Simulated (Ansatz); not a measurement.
This script for the Python package of Ansatz (0.2.0) starts 2 runs on HfB₂, space group P6/mmm. What input does the engine get in each?

Script `run_defect.py`:
```python
import warnings

import ansatz as az
import numpy as np

warnings.simplefilter("ignore", az.DeckWarning)

system = (
    az.Lattice.of((3.14, 0.0, 0.0), (-1.57, 2.71932, 0.0), (0.0, 0.0, 3.48))
    .atom("Hf", (0.0, 0.0, 0.0))
    .atom("B", (1 / 3, 2 / 3, 0.5))
    .atom("B", (2 / 3, 1 / 3, 0.5))
)
host = system.supercell(2, 2, 1)
defective = host.vacancy("Hf", at=(0.0, 0.0, 0.0))

def with_settings(structure):
    return (
        structure.calculation()
        .occupations("fermi_dirac", width=0.1)
        .kpoints(2, 2, 3)
        .functional("pbesol")
        .band_table()
    )


perfect = with_settings(host).run(threads=1).report
setup = with_settings(defective).forces()
done = setup.run(threads=1)
report = done.report

n_host, n_defect = len(perfect["lattice"]["sites"]), len(report["lattice"]["sites"])
print(f"perfect cell: {n_host} atoms, F = {perfect['free_energy_ev']:.4f} eV")
print(f"defect cell:  {n_defect} atoms, F = {report['free_energy_ev']:.4f} eV")
print(f"difference {report['free_energy_ev'] - perfect['free_energy_ev']:.4f} eV (no chemical potentials)")

for site in done.lattice.sites:
    print(f"{site.symbol:2s}", " ".join(f"{v:8.4f}" for v in site.position_ang))

for label, run in (("perfect", perfect), ("defect", report)):
    levels, filled = np.array(run["eigenvalues_ev"][0]), np.array(run["occupations"][0])
    top = int(np.argmin(np.abs(levels - run["fermi_energy_ev"])))
    window = slice(max(top - 3, 0), top + 4)
    print(label, "levels near E_F at the first k-point:", ", ".join(f"{e - run['fermi_energy_ev']:.2f} ({f:.2f})" for e, f in zip(levels[window], filled[window])))
```

Run 1:
```yaml
crystal:
  lattice:
    - [3.14, 0.0, 0.0]
    - [-1.57, 2.71932, 0.0]
    - [0.0, 0.0, 3.48]
  atoms:
    - { symbol: Hf, position: [0.0, 0.0, 0.0] }
    - { symbol: B, position: [0.3333333333333333, 0.6666666666666666, 0.5] }
    - { symbol: B, position: [0.6666666666666666, 0.3333333333333333, 0.5] }
  supercell: [2, 2, 1]
kpoints:
  mp_grid:
    grid: [2, 2, 3]
hamiltonian:
  xc: pbesol
scf:
  occupations:
    method: fermi_dirac
    width: 0.1
output:
  eigenvalues: true
```

Run 2, against run 1:
```diff
+  defects:
+    - { vacancy: 0 }
+  forces: true
```

```console
$ python run_defect.py
perfect cell: 12 atoms, F = -63626.2208 eV
defect cell:  11 atoms, F = -48022.0712 eV
difference 15604.1496 eV (no chemical potentials)
B    0.0000   1.8129   1.7400
B    1.5700   0.9064   1.7400
Hf  -1.5700   2.7193   0.0000
B   -1.5700   4.5322   1.7400
B    0.0000   3.6258   1.7400
Hf   3.1400   0.0000   0.0000
B    3.1400   1.8129   1.7400
B    4.7100   0.9064   1.7400
Hf   1.5700   2.7193   0.0000
B    1.5700   4.5322   1.7400
B    3.1400   3.6258   1.7400
perfect levels near E_F at the first k-point: -3.21 (2.00), -3.21 (2.00), -3.00 (2.00), 1.90 (0.00), 1.90 (0.00), 1.90 (0.00), 2.34 (0.00)
defect levels near E_F at the first k-point: -1.82 (2.00), -1.35 (2.00), -0.07 (1.32), -0.07 (1.32), 1.67 (0.00), 3.50 (0.00), 3.57 (0.00)
```

What to keep in mind:
- Total energies depend on the potentials; only differences at equal settings carry meaning. A total without «per atom» is that of the cell as typed.
- The run is spin-unpolarised.
- The computed bands are complete only to about 3.6 eV above the Fermi level.
- For a metal this mesh is far too coarse, so the numbers only illustrate the procedure.
- The atoms stand at ideal sites; relaxing them can change energy and levels by an eV or more.
- The difference holds no chemical potentials.
- Errors of mesh and smearing per atom add up over the supercell, so the energy can be off by tenths of an eV.
- Each cell's levels count from its own Fermi level and aren't aligned; one k-point can hide that the defect cell is metallic.
- The structure is a deposited one; some such entries were measured under pressure or heat, so a shift against it needn't be the functional's error alone.
- Levels are Kohn-Sham eigenvalues on this mesh, without spin-orbit coupling.
- The supercell is small, so the defect meets its images and the energies aren't those of an isolated defect; a partly filled defect level may also lower its energy by spin or distortion. For a charged cell the difference holds no correction, alignment or term for the electrons' reservoir.
- Wall time of the script: 9.6 s on 1 thread of Arm Neoverse N1 (shared host), peak memory 0.45 GiB.
